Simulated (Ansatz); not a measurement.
This script for the Python package of Ansatz (0.2.0) starts 6 runs on CH4GeOS, SMILES O[CH]1[S][GeH2]1. What input does the engine get in each?

`field_ch4geos.py`
```python
import ansatz
from ase import Atoms
import numpy as np

params = {
    "basis_set": "def2-SVP",
    "functional": "pbe",
    "vdw": "d4",
}


def main() -> None:
    atoms = Atoms(["O", "C", "S", "Ge", "H", "H", "H", "H"], positions=[
        [-0.7623, 0.1748, -1.4377],
        [-0.508, 0.5573, -0.1311],
        [-1.5529, -0.3257, 1.0104],
        [0.7954, -0.6504, 0.6676],
        [-0.0867, 0.6128, -2.0164],
        [-0.3707, 1.6575, 0.085],
        [1.5758, -0.1129, 1.8665],
        [1.0015, -1.9705, -0.1002],
    ])
    geometry = ansatz.Crystal.molecule_from_ase(atoms)

    setup = (
        geometry.calculation()
        .basis(gaussian=params["basis_set"])
        .functional(params["functional"], dispersion=params["vdw"])
        .forces()
    )
    centre = np.mean([site.position_ang for site in geometry.cartesian_sites], axis=0)
    field = 2 * 14.399645 * 3.0 / 25.0 ** 2


    def dipole(axis, sign):
        arm = 25.0 * np.eye(3)[axis]
        pair = [{"charge": sign * 3.0, "position_ang": (centre - arm).tolist()}, {"charge": -sign * 3.0, "position_ang": (centre + arm).tolist()}]
        deck = setup.input().set(ansatz.key.basis.gaussian.point_charges, pair)
        return np.array(ansatz.Session.from_dict(deck).plan().execute().report["charge_distribution"]["dipole_moment_e_ang"])


    print(f"field {field:.4f} V/A")
    alpha = np.array([(dipole(axis, 1) - dipole(axis, -1)) / (2 * field) * 14.399645 for axis in range(3)])
    print("polarisability tensor (A^3)")
    print(np.array2string(alpha, precision=3, suppress_small=True))
    print(f"mean {np.trace(alpha) / 3:.3f} A^3 = {np.trace(alpha) / 3 / 0.14818471:.2f} bohr^3")


if __name__ == "__main__":
    main()
```

Run 1:
```yaml
crystal:
  periodic: [false, false, false]
  atoms:
    - { symbol: O, position_ang: [-0.7623, 0.1748, -1.4377] }
    - { symbol: C, position_ang: [-0.508, 0.5573, -0.1311] }
    - { symbol: S, position_ang: [-1.5529, -0.3257, 1.0104] }
    - { symbol: Ge, position_ang: [0.7954, -0.6504, 0.6676] }
    - { symbol: H, position_ang: [-0.0867, 0.6128, -2.0164] }
    - { symbol: H, position_ang: [-0.3707, 1.6575, 0.085] }
    - { symbol: H, position_ang: [1.5758, -0.1129, 1.8665] }
    - { symbol: H, position_ang: [1.0015, -1.9705, -0.1002] }
basis:
  gaussian:
    orbitals: def2-SVP
    point_charges:
      - { charge: 3.0, position_ang: [-24.9884875, -0.007137499999999991, -0.006987499999999999] }
      - { charge: -3.0, position_ang: [25.0115125, -0.007137499999999991, -0.006987499999999999] }
hamiltonian:
  xc: pbe
  dispersion: d4
output:
  forces: true
```

Run 2, against run 1:
```diff
-      - { charge: 3.0, position_ang: [-24.9884875, -0.007137499999999991, -0.006987499999999999] }
-      - { charge: -3.0, position_ang: [25.0115125, -0.007137499999999991, -0.006987499999999999] }
+      - { charge: -3.0, position_ang: [-24.9884875, -0.007137499999999991, -0.006987499999999999] }
+      - { charge: 3.0, position_ang: [25.0115125, -0.007137499999999991, -0.006987499999999999] }
```

Run 3, against run 1:
```diff
-      - { charge: 3.0, position_ang: [-24.9884875, -0.007137499999999991, -0.006987499999999999] }
-      - { charge: -3.0, position_ang: [25.0115125, -0.007137499999999991, -0.006987499999999999] }
+      - { charge: 3.0, position_ang: [0.011512500000000037, -25.0071375, -0.006987499999999999] }
+      - { charge: -3.0, position_ang: [0.011512500000000037, 24.9928625, -0.006987499999999999] }
```

Run 4, against run 1:
```diff
-      - { charge: 3.0, position_ang: [-24.9884875, -0.007137499999999991, -0.006987499999999999] }
-      - { charge: -3.0, position_ang: [25.0115125, -0.007137499999999991, -0.006987499999999999] }
+      - { charge: -3.0, position_ang: [0.011512500000000037, -25.0071375, -0.006987499999999999] }
+      - { charge: 3.0, position_ang: [0.011512500000000037, 24.9928625, -0.006987499999999999] }
```

Run 5, against run 1:
```diff
-      - { charge: 3.0, position_ang: [-24.9884875, -0.007137499999999991, -0.006987499999999999] }
-      - { charge: -3.0, position_ang: [25.0115125, -0.007137499999999991, -0.006987499999999999] }
+      - { charge: 3.0, position_ang: [0.011512500000000037, -0.007137499999999991, -25.0069875] }
+      - { charge: -3.0, position_ang: [0.011512500000000037, -0.007137499999999991, 24.9930125] }
```

Run 6, against run 1:
```diff
-      - { charge: 3.0, position_ang: [-24.9884875, -0.007137499999999991, -0.006987499999999999] }
-      - { charge: -3.0, position_ang: [25.0115125, -0.007137499999999991, -0.006987499999999999] }
+      - { charge: -3.0, position_ang: [0.011512500000000037, -0.007137499999999991, -25.0069875] }
+      - { charge: 3.0, position_ang: [0.011512500000000037, -0.007137499999999991, 24.9930125] }
```

```console
$ python field_ch4geos.py
field 0.1382 V/A
polarisability tensor (A^3)
[[11.107 -0.942 -0.057]
 [-0.957  7.711 -0.526]
 [-0.033 -0.543  8.406]]
mean 9.075 A^3 = 61.24 bohr^3
```

Caveats:
- The geometry is a force-field or estimated start, not a minimum of this method, and the basis set is short of its limit. The field of two point charges is only nearly even.
- Without diffuse functions polarisabilities are unreliable, as a rule too low, and they change with the bond lengths of this unrelaxed start.
- It ran for 20 s on 1 thread of Arm Neoverse V1, on a shared host, peak memory 0.21 GiB.

(Lines on the test bed's own set-up are left out of the output.)
